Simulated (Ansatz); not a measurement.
# Si (diamond type): how the settings move a single-point run

Aim: see which settings change the result for Si (diamond type), by how much, and at what cost.

Method: reference: DFT, PBE, all-electron LAPW, scalar-relativistic, in Ansatz 0.2.0.

## (1) The structure to begin with

Symmetry: Fd-3m, No. 227, cubic system. The conventional cell has a = 5.471 Å, b = 5.471 Å, c = 5.471 Å, α = 90.00°, β = 90.00°, γ = 90.00°. Around Si (site symmetry -43m) lie 4 Si at 2.37 Å.

As a file:

```cif
data_structure
_symmetry_space_group_name_H-M 'P 1'
_symmetry_Int_Tables_number 1
_cell_length_a 3.8685
_cell_length_b 3.8685
_cell_length_c 9.4760
_cell_angle_alpha 90.000
_cell_angle_beta 90.000
_cell_angle_gamma 120.000
_cell_volume 122.81
loop_
_atom_site_label
_atom_site_type_symbol
_atom_site_fract_x
_atom_site_fract_y
_atom_site_fract_z
_atom_site_occupancy
Si1 Si 0.33333 0.66667 0.20833 1
Si2 Si 0.66667 0.33333 0.54167 1
Si3 Si 0.00000 0.00000 0.87500 1
Si4 Si 0.00000 0.00000 0.12500 1
Si5 Si 0.33333 0.66667 0.45833 1
Si6 Si 0.66667 0.33333 0.79167 1
```

## (2) Baseline

Contents of input.yaml:

```yaml
crystal:
  lattice:
    - [0.0, 2.7354715901, -2.7354715901]
    - [-2.7354715901, 0.0, 2.7354715901]
    - [5.4709431802, 5.4709431802, 5.4709431802]
  atoms:
    - { symbol: Si, position: [0.333333333, 0.666666667, 0.208333333] }
    - { symbol: Si, position: [0.666666667, 0.333333333, 0.541666667] }
    - { symbol: Si, position: [0.0, 0.0, 0.875] }
    - { symbol: Si, position: [0.0, 0.0, 0.125] }
    - { symbol: Si, position: [0.333333333, 0.666666667, 0.458333333] }
    - { symbol: Si, position: [0.666666667, 0.333333333, 0.791666667] }
kpoints:
  mp_grid: { grid: [9, 9, 4] }
scf:
  occupations: { method: fermi_dirac, width: 0.02 }
hamiltonian:
  xc: pbe
  pseudopotentials: { kind: all_electron, lapw: { basis_error: 0.001 } }
output:
  forces: true
  stress: true
  eigenvalues: true
```

Run with:

```sh
ansatz run input.yaml --threads 2 --pin off --max-ram 4096MiB --backend cpu --events-out ev --progress --plain --runs-dir out
```

## (3) Variant: symmetry.detect false, preconditioner resta

input.yaml, as its differences from that of step 2:

```diff
@@ -12,2 +12,3 @@
     - { symbol: Si, position: [0.666666667, 0.333333333, 0.791666667] }
+  symmetry: { detect: false }
 kpoints:
@@ -16,2 +17,3 @@
   occupations: { method: fermi_dirac, width: 0.02 }
+  mixing: { preconditioner: resta }
 hamiltonian:
```

Before running it: what results should come out? Wanted: for each run, ending; energy change; pressure; gap; force.

As calculated:

| run | ending | energy change | pressure (GPa) | gap (eV) | force (eV/Å) | cycles | time |
| --- | --- | --- | --- | --- | --- | --- | --- |
| reference | converged | 0 | -0.1 | 0.71 | 0.00 | 7 | 12 s |
| 1: symmetry.detect false, preconditioner resta | converged | 0.0 meV/atom | -0.1 | 0.71 | 0.00 | 7 | 81 s |

Residual by cycle in the longest SCF loop of each run; runs are numbered as in the table. The quantity is the density residual dr2, in eV.

| cycle | reference | run 1 |
| --- | --- | --- |
| 1 | 2.16 | 2.16 |
| 2 | 0.916 | 0.916 |
| 3 | 0.0135 | 0.0135 |
| 4 | 8.7e-4 | 8.7e-4 |
| 5 | 4.3e-5 | 4.3e-5 |
| 6 | 1.2e-6 | 1.2e-6 |
| 7 | 4.7e-8 | 4.7e-8 |

What this shows: Energy and cycle count are those of the reference, so the change (use of symmetry and mixing) left the result and the number of cycles as they were. Cost: 81 s against 12 s.
